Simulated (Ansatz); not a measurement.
# MnHg: the cost of one run

Program: Ansatz 0.2.0. Level of theory: DFT PBE, with the methods named in each step. These are calculated values, not measurements.

## (1) Starting point

It takes space group P4/mmm (No. 123, tetragonal). Conventional cell: a = 3.205 Å, b = 3.205 Å, c = 3.547 Å, α = 90.00°, β = 90.00°, γ = 90.00°. Mn (site symmetry 4/mmm) is surrounded by 8 Hg at 2.88 Å and 4 Mn at 3.20 Å. Around Hg (site symmetry 4/mmm) lie 8 Mn at 2.88 Å and 4 Hg at 3.20 Å.

Structure file:

```xyz
2
Lattice="3.2047 0.0000 0.0000 0.0000 3.2047 0.0000 0.0000 0.0000 3.5471" Properties=species:S:1:pos:R:3 pbc="T T T"
Mn    1.6024    1.6024    1.7735
Hg    0.0000    0.0000    0.0000
```

Elk's input and logs are in atomic units (hartree, bohr).

Atoms are numbered in the order of the input: Mn1, Hg2.

## (2) Collinear moments without spin-orbit coupling, PAW

File input.yaml:

```yaml
crystal:
  lattice:
    - [3.204731461, 0.0, 0.0]
    - [0.0, 3.204731461, 0.0]
    - [0.0, 0.0, 3.54705]
  atoms:
    - { symbol: Mn, position: [0.5, 0.5, 0.5], spin: 4.0 }
    - { symbol: Hg, position: [0.0, 0.0, 0.0] }
magnetization:
  spin_polarized: true
kpoints:
  mp_grid: { grid: [9, 9, 9] }
scf:
  occupations: { method: fermi_dirac, width: 0.1 }
  lower_state_search: "off"
hamiltonian:
  xc: pbe
  pseudopotentials: { kind: paw }
output:
  forces: true
  stress: true
  eigenvalues: true
```

Run with:

```
ansatz run input.yaml --threads 2 --pin off --max-ram 4096MiB --backend cpu --events-out ev --progress --plain --runs-dir out
```

Q: Estimate wall time and peak memory on 2 threads of Arm Neoverse V1, shared host.

About 5 s, with a peak of 0.38 GiB.
